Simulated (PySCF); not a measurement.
# C4H10MoO3 (Mo(CH)(OMe)3): the cost of one run

Programs: PySCF 2.14.0, with routines of our own; each step states its level. All values are computed. Atoms count from 0.

## Step 1: The system as given

18 atoms, charge 0, multiplicity 1; geometry from: GFN2-xTB.

## Step 2: Geometry optimisation at PBE0-D3(BJ)/def2-SVP

Job settings and geometry (Å):

```
{"job": {"xc": "PBE0", "basis": "def2-SVP", "d3": "d3bj", "grid": 1, "maxiter": 30, "shake": 0.03, "kind": "geom"}, "charge": 0, "multiplicity": 1}
Mo     0.067450    -0.067900    -0.150330
C      0.031330    -0.054390     1.644010
H      0.015560    -0.074880     2.699650
O      1.630540    -0.824000    -0.766790
C      2.683010    -1.512350    -0.408030
H      2.718190    -1.555960     0.717020
H      3.601600    -0.944880    -0.732560
H      2.753810    -2.485300    -0.828870
O     -0.056600     1.797330    -0.591170
C     -0.093180     3.084010    -0.160050
H     -0.105200     3.088870     0.940550
H     -0.978910     3.593990    -0.531400
H      0.706450     3.673460    -0.591150
O     -1.565270    -0.881570    -0.657210
C     -2.645060    -1.613010    -0.225590
H     -2.630170    -1.566190     0.900010
H     -2.613900    -2.576280    -0.622580
H     -3.576000    -1.064000    -0.557790
```

Launch:

```sh
$ OMP_NUM_THREADS=1 python heavy_run.py task.json out
```

The driver reads the jobs from task.json and runs them one after another.

Q: Estimate the wall time and peak memory of this first job on 1 thread of Arm Neoverse V1, shared host.

About 4.2 min, with a peak of 0.74 GiB.
